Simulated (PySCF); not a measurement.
# C2H7NOSi2: the cost of one run

Computed with PySCF 2.14.0, with density-fitted response routines of our own, on a single molecule in the gas phase. Atoms count from 0, in the outputs and in this text.

### 1 The starting structure

13 atoms, charge 0, multiplicity 1; geometry from: GFN2-xTB. The atoms were then displaced at random by about 0.01 Å, so the start is not that level's minimum.

Bonds of the start (Å): C0–O1 1.37, O1–Si2 1.61, Si2–Si3 2.34, Si3–C4 1.84, C4–N5 1.14, C0–H6 1.12, C0–H7 1.07, C0–H8 1.07, Si2–H9 1.46, Si2–H10 1.49, Si3–H11 1.48, Si3–H12 1.48.

### 2 Geometry optimisation at PBE0-D3(BJ)/def2-SVP

What the job is given:

```
{"job": {"xc": "PBE0", "basis": "def2-SVP", "d3": "d3bj", "grid": 1, "shake": 0.01, "kind": "geom"}, "charge": 0, "multiplicity": 1}
C     -2.591490    -0.113850     0.057250
O     -1.276150     0.278140    -0.018200
Si     0.020940    -0.674610     0.075900
Si     1.682490     0.954380    -0.153220
C      3.286120     0.057250    -0.076080
N      4.281320    -0.496090    -0.013030
H     -3.210370     0.808270    -0.054910
H     -2.818300    -0.555430     1.007420
H     -2.862610    -0.784260    -0.726900
H      0.000200    -1.711680    -0.949370
H      0.032500    -1.416180     1.365210
H      1.767790     1.963200     0.919540
H      1.693410     1.673990    -1.443920
```

Started as:

```bash
> OMP_NUM_THREADS=1 python probes_run.py task.json out
```

The driver reads the jobs from task.json and runs them one after another.

**Question.** How long does this first job take on 1 thread of Arm Neoverse V1, shared host, and how much memory does it need?

About 54 s, with a peak of 0.52 GiB.
